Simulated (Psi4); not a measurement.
# InHF (SMILES [F][InH]): UTPSS/def2-TZVPP (core potential)

What is the energy change on altering one bond length of InHF at UTPSS/def2-TZVPP (core potential)? 

The results are computed with Psi4 1.11.

1 further run of the same task is left out (set aside as unsound or not needed).

**1. Starting point**

The species is InHF (3 atoms), meant as a doublet with charge 0. As SMILES, `[F][InH]`. The coordinates come from a PBE0-D4/def2-TZVP relaxation.

Bond lengths: F1–In2 1.970 Å, In2–H3 1.779 Å. Angles: F1–In2–H3 113.8°.

**2. The energy at UTPSS/def2-TZVPP (core potential)**

Input file calc.py:

```python
import psi4

psi4.set_memory(1600000000)
psi4.set_num_threads(1)
psi4.set_output_file('run.log', False)

molecule = psi4.geometry("""
0 2
F      1.088400     0.989500     0.694300
In    -0.522500     0.355100    -0.244800
H     -0.576900    -1.409400    -0.462800
units angstrom
symmetry c1
no_reorient
no_com
""")

options = {'basis': 'def2-TZVPP', 'reference': 'uks', 'puream': True, 'e_convergence': 1e-09, 'd_convergence': 1e-08, 'scf_type': 'pk', 'dft_radial_points': 99, 'dft_spherical_points': 590, 'maxiter': 200}
psi4.set_options(options)

result, w = psi4.energy('tpss', return_wfn=True)
psi4.oeprop(w, 'MAYER_INDICES', 'DIPOLE', 'QUADRUPOLE', title='TPSS')
print(f'total energy {result:.8f} hartree = {result * 27.211386:.5f} eV')
```

On the command line:

```
$ python calc.py
```

run.log (excerpt; [...] marks lines left out):

```text
[...]
    !!!  WARNING: ECP capability is in beta. Please check occupations closely.  !!!
[...]
  Running in c1 symmetry.
[...]
  Nuclear repulsion =   58.542473673905178
[...]
  Multiplicity = 2
[...]
  Nalpha       = 16
  Nbeta        = 15
[...]
    Number of basis functions: 95
[...]
   @UKS iter   1:  -290.34223305471033   -8.15240e-01   7.93849e-03 DIIS/ADIIS
[...]
   @UKS iter  14:  -290.54978272937228   -3.97904e-13   3.00647e-09 DIIS
[...]
   @S^2 Observed:                7.560766698E-01
[...]
    Orbital Energies [Eh]
    ---------------------
    Alpha Occupied:
       1A    -24.336040     2A     -4.522555     3A     -2.960768
       4A     -2.953331     5A     -2.949559     6A     -1.018492
       7A     -0.707440     8A     -0.704175     9A     -0.701503
      10A     -0.698915    11A     -0.693804    12A     -0.395444
      13A     -0.320766    14A     -0.301513    15A     -0.296999
      16A     -0.202184
    Alpha Virtual:
      17A     -0.092161    18A     -0.028631    19A      0.021780
      20A      0.058118    21A      0.066004    22A      0.086698
      23A      0.131582    24A      0.133158    25A      0.153311
[...]
  @UKS Final Energy:  -290.54978272937228
   => Energetics <=
    Nuclear Repulsion Energy =             58.5424736739051781
    One-Electron Energy =                -592.2119374119467921
    Two-Electron Energy =                 270.5981513444401116
    DFT Exchange-Correlation Energy =     -27.4784703357707940
    Empirical Dispersion Energy =           0.0000000000000000
    VV10 Nonlocal Energy =                  0.0000000000000000
    Total Energy =                       -290.5497827293722821
[...]
 Multipole Moments:
 ------------------------------------------------------------------------------------
     Multipole            Electronic (a.u.)      Nuclear  (a.u.)        Total (a.u.)
 ------------------------------------------------------------------------------------
 L = 1.  Multiply by 2.5417464519 to convert [e a0] to [Debye]
 Dipole X            :          2.3914043           -3.3142017           -0.9227974
 Dipole Y            :        -28.4629359           28.2574527           -0.2054832
 Dipole Z            :         -1.7401443            1.2190623           -0.5210819
 Magnitude           :                                                    1.0794928
 L = 2.  Multiply by 1.3450342976 to convert [e a0^2] to [Debye ang]
 Quadrupole XX       :        -82.1226024           59.7349009          -22.3877015
 Quadrupole XY       :        -25.4664599           23.6029327           -1.8635273
[...]
```

The script printed:

```text
total energy -290.54978273 hartree = -7906.26229 eV
```

Run time: 43 s. Hardware: 1 thread of Intel Xeon at 2.60GHz (Ice Lake), shared host; peak memory 0.83 GiB.

**3. The distorted shape: energy and forces at UTPSS/def2-TZVPP (core potential)**

Input file fhin.in:

```
memory 1.6 GB

molecule m {
  0 2
  F      2.377119     1.497020     1.445579
  In    -0.522500     0.355100    -0.244800
  H     -0.576900    -1.409400    -0.462800
  symmetry c1
}

set reference uks
set puream true
set e_convergence 1e-09
set d_convergence 1e-08
set scf_type pk
set dft_radial_points 99
set dft_spherical_points 590
set maxiter 200

energy_value, wavefunction = gradient('tpss/def2-TZVPP', return_wfn=True)
oeprop(wavefunction, 'QUADRUPOLE', 'LOWDIN_CHARGES', 'DIPOLE')
```

On the command line:

```
$ psi4 -n 1 fhin.in fhin.out
```

fhin.out (excerpt; [...] marks lines left out):

```text
[...]
    !!!  WARNING: ECP capability is in beta. Please check occupations closely.  !!!
[...]
  Running in c1 symmetry.
[...]
  Nuclear repulsion =   35.501823122199397
[...]
  Multiplicity = 2
[...]
  Nalpha       = 16
  Nbeta        = 15
[...]
    Number of basis functions: 95
[...]
   @UKS iter   1:  -290.16927195843039   -8.03135e-01   8.64705e-03 DIIS/ADIIS
[...]
   @UKS iter  49:  -290.45214369708691   -5.11591e-13   1.94789e-09 DIIS
[...]
   @S^2 Observed:                7.589183355E-01
[...]
  @UKS Final Energy:  -290.45214369708691
   => Energetics <=
    Nuclear Repulsion Energy =             35.5018231221993972
    One-Electron Energy =                -545.8528853774996605
    Two-Electron Energy =                 247.2738577135466187
    DFT Exchange-Correlation Energy =     -27.3749391553332480
    Empirical Dispersion Energy =           0.0000000000000000
    VV10 Nonlocal Energy =                  0.0000000000000000
    Total Energy =                       -290.4521436970869104
[...]
  -Total Gradient:
     Atom            X                  Y                   Z
    ------   -----------------  -----------------  -----------------
       1        0.012979012027     0.004344778927     0.000000000115
       2       -0.014001582082    -0.014108087549    -0.000000000203
       3        0.001017506684     0.009766609979     0.000000000088
[...]
 Multipole Moments:
 ------------------------------------------------------------------------------------
     Multipole            Electronic (a.u.)      Nuclear  (a.u.)        Total (a.u.)
 ------------------------------------------------------------------------------------
 L = 1.  Multiply by 2.5417464519 to convert [e a0] to [Debye]
 Dipole X            :        -31.6244954           29.1596692           -2.4648262
 Dipole Y            :         -8.1839056            7.4714148           -0.7124908
 Dipole Z            :          0.0000000            0.0000000            0.0000000
 Magnitude           :                                                    2.5657380
 L = 2.  Multiply by 1.3450342976 to convert [e a0^2] to [Debye ang]
 Quadrupole XX       :       -316.2155302          285.2437420          -30.9717883
 Quadrupole XY       :       -106.6711417          102.0597726           -4.6113691
[...]
```

Wall time 2 min (1 thread of Intel Xeon at 2.60GHz (Ice Lake), shared host); peak memory 0.77 GiB.

**4. What came out**

At UTPSS/def2-TZVPP (core potential):

```
                                                          quantity          value
                                         first shape: total energy  -290.54978 Eh
                                        first shape: dipole moment         2.74 D
                   first shape: HOMO energy (highest over α and β)       -5.50 eV
                    first shape: LUMO energy (lowest over α and β)       -4.15 eV
                                                 first shape: ⟨S²⟩          0.756
                                     distorted shape: total energy  -290.45214 Eh
                                    distorted shape: dipole moment         6.52 D
               distorted shape: HOMO energy (highest over α and β)       -6.02 eV
                distorted shape: LUMO energy (lowest over α and β)       -5.57 eV
                                             distorted shape: ⟨S²⟩          0.759
                         distorted shape: largest force on an atom     1.022 eV/Å
energy change with the F1–In2 bond stretched from 1.970 to 3.545 Å       2.657 eV
```

**Reading.** With the F1–In2 bond stretched from 1.970 to 3.545 Å the energy rises by 2.66 eV (61 kcal/mol). The first shape isn't relaxed at this level, so the change isn't measured from a minimum.
